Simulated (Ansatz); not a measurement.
**C2H3BFNO: one species, many methods**

One table from this session's results is given with a row withheld; the runs are named, their logs left out.

Computed with Ansatz 0.2.0, Gaussian basis. Level: functionals in def2-TZVPP, the program's frozen cores in correlated methods.

Levels to be run: LDA (SPW92), PBE-D4, revPBE-D4, BLYP-D4, r2SCAN-D4, B97M-V, PBE0-D4, B3LYP-D4, r2SCANh-D4, r2SCAN0-D4, HSE06-D4, BHLYP-D4, CAM-B3LYP-D4, LC-ωPBE, ωB97X-V, ωB97M-V, B2PLYP, PBE-QIDH; CCSD(T)/def2-SVP; CCSD(T)/def2-TZVPP; MP2/def2-QZVPP; extrapolation to the limit; RPA on PBE.

**The relaxed structure**

The geometry comes from an earlier relaxation with PBE0-D4 in a triple-zeta def2 set; it is a stationary point, not always the lowest conformer.

SMILES `FC/N=C1/BO1`, 9 atoms, charge 0, spin multiplicity 1.

Atoms are counted from 1 here; the program's logs count them from 0.

Bond lengths: F1–C2 1.377 Å, C2–N3 1.414 Å, C2–H7 1.095 Å, C2–H8 1.095 Å, N3–C4 1.233 Å, C4–B5 1.475 Å, C4–O6 1.464 Å, B5–O6 1.354 Å, B5–H9 1.182 Å. Angles: F1–C2–N3 115.2°, F1–C2–H7 107.7°, F1–C2–H8 107.7°, N3–C2–H7 108.4°, N3–C2–H8 108.4°, H7–C2–H8 109.4°, C2–N3–C4 126.7°, N3–C4–B5 170.5°, N3–C4–O6 134.6°, B5–C4–O6 54.9°, C4–B5–O6 62.2°, C4–B5–H9 160.9°, O6–B5–H9 137.0°, C4–O6–B5 63.0°.

Set-up of the first run:

The input, in.yaml:

```yaml
crystal:
  periodic: [false, false, false]
  atoms:
    - {symbol: F, position_ang: [-1.102839, -1.536409, 0.320608]}
    - {symbol: C, position_ang: [-0.238210, -0.969862, 1.230566]}
    - {symbol: N, position_ang: [0.477881, 0.155273, 0.761300]}
    - {symbol: C, position_ang: [0.400161, 0.663109, -0.359857]}
    - {symbol: B, position_ang: [0.473379, 1.428894, -1.618333]}
    - {symbol: O, position_ang: [-0.371336, 0.372127, -1.569405]}
    - {symbol: H, position_ang: [-0.825060, -0.665949, 2.103084]}
    - {symbol: H, position_ang: [0.482590, -1.737999, 1.527953]}
    - {symbol: H, position_ang: [0.791935, 2.244517, -2.413016]}
basis:
  gaussian: {orbitals: def2-TZVPP}
hamiltonian: {xc: lda}
output: {orbitals: {seedname: orbitals}}
```

The run is started by

```bash
$ ansatz run in.yaml --threads 4 --pin off --events-out ev --progress --plain --max-ram 10444MiB
```

Steps of the session up to this table: LDA; PBE-D4 (GGA); revPBE-D4 (GGA); BLYP-D4 (GGA); r2SCAN-D4 (meta-GGA); B97M-V (meta-GGA); PBE0-D4 (hybrid); B3LYP-D4 (hybrid); r2SCANh-D4 (hybrid); r2SCAN0-D4 (hybrid); HSE06-D4 (hybrid); BHLYP-D4 (hybrid); CAM-B3LYP-D4 (range-separated); LC-ωPBE (range-separated); ωB97X-V (range-separated); ωB97M-V (range-separated); B2PLYP (double hybrid); PBE-QIDH (double hybrid).

One table of the session follows, with a row left open; its other results are not shown here.

It belongs to the step «Frontier levels by functional». 

| functional | HOMO (eV) | LUMO (eV) | gap (eV) |
| --- | --- | --- | --- |
| LDA (SPW92) | -6.59 | -2.93 | 3.66 |
| PBE-D4 | -6.42 | -2.66 | 3.76 |
| revPBE-D4 | -6.35 | -2.56 | 3.80 |
| BLYP-D4 | -6.31 | -2.53 | 3.79 |
| r2SCAN-D4 | -6.69 | -2.42 | 4.27 |
| B97M-V | -6.82 | -2.40 | 4.42 |
| PBE0-D4 | -7.83 | -1.67 | 6.16 |
| B3LYP-D4 | -7.61 | -1.91 | 5.70 |
| r2SCANh-D4 | -7.22 | -2.06 | 5.16 |
| r2SCAN0-D4 | ? | ? | ? |
| HSE06-D4 | -7.43 | -2.06 | 5.37 |
| BHLYP-D4 | -9.18 | -0.62 | 8.56 |
| CAM-B3LYP-D4 | -9.23 | -0.53 | 8.70 |
| LC-ωPBE | -10.53 | 0.70 | 11.23 |
| ωB97X-V | -10.19 | 0.61 | 10.81 |
| ωB97M-V | -10.11 | 0.44 | 10.55 |

Estimate the missing values for r2SCAN0-D4.

Worked estimate for «HOMO (eV)». Against the share of exact exchange, r2SCAN-D4 (0, -6.69), r2SCANh-D4 (0.1, -7.22) give a slope of -5.30 per unit share; at 0.25 the line stands at -8.01.

As computed: HOMO (eV): -8.02; LUMO (eV): -1.53; gap (eV): 6.49. In «HOMO (eV)» the line misses by +0.01.
